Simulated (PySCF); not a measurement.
# C5H8BF: the cost of one run

Programs: PySCF 2.14.0, with routines of our own; each step states its level. All values are computed. Atoms count from 0.

### Step 1. The starting structure

15 atoms, charge 0, multiplicity 1; geometry from: GFN2-xTB.

### Step 2. Vibronic structure: TDDFT CAM-B3LYP/6-31+G*

Job settings and geometry (Å):

```
{"job": {"kind": "vib", "xc": "CAM-B3LYP", "basis": "6-31+G*", "tda": false}, "charge": 0, "multiplicity": 1}
C      2.271405     0.049219    -0.083544
C      0.778448     0.059001    -0.002301
C      0.034679    -1.058351     0.056054
C     -1.434439    -0.807469     0.185577
F     -2.161969    -1.580825    -0.707660
C     -1.625277     0.696323    -0.051842
B     -0.164346     1.287045     0.026943
H      2.597426     0.584561    -0.973941
H      2.693092     0.563098     0.779407
H      2.664851    -0.964611    -0.118287
H      0.402458    -2.073410     0.029152
H     -1.792101    -1.112445     1.179871
H     -2.027745     0.823659    -1.059722
H     -2.364448     1.127673     0.622728
H      0.123552     2.414522     0.095654
```

Method: TDDFT CAM-B3LYP/6-31+G* vertical-gradient vibronic structure (displaced harmonic oscillators, Condon), gas phase.

The run is started by

```console
$ OMP_NUM_THREADS=1 python excited_run.py task.json out
```

The driver reads the jobs from task.json and runs them one after another.

**Question.** How long does this run take on 1 thread of Arm Neoverse V2, shared host?

About 34 s.
